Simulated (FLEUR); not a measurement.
The system is HPbNO4.

```xyz
7
Lattice="3.8540 0.1438 0.0901 -0.2532 5.5270 0.1647 -0.4820 -1.9272 5.7203" Properties=species:S:1:pos:R:3 pbc="T T T"
H    -0.0083    2.5983    3.2335
Pb    2.1473    2.6778    1.0046
N     2.8237    3.6046    5.7249
O    -0.4057   -0.9417    5.0623
O     2.7256   -0.0852    0.8025
O    -0.5912    2.3982    5.1009
O     0.1280    2.5704    2.2622
```

The cell was built by a generator and needn't be a form met in nature.

Base run:

- Program: FLEUR MaX-R8.1 (later development tree)
- Functional: LDA
- Potentials or basis: all-electron
- Basis: FLAPW
- Kmax: 5.83 1/bohr
- k mesh: 4 × 3 × 3
- Occupations: fermi-dirac, width 0.05 eV
- Spin: no spin polarisation

Its results: band gap on the k mesh 3.20 eV, indirect (least direct gap 3.30 eV).

The run is repeated on the same cell with these changes: functional from LDA to RPBE. What comes out?

Band gap on the k mesh 3.33 eV, indirect (least direct gap 3.42 eV).

Caveats: the plane-wave cutoff is short for the small spheres of the light atoms, so energies, forces and moduli aren't converged; the cutoff is high for the widest sphere, where the basis turns nearly dependent and energies can drift low; spin-orbit coupling is left out, which as a rule narrows the gap of such compounds by several tenths of an eV; an odd mesh through Γ misses points on the zone boundary, where band edges often lie.

Not every run made on this cell is shown here.
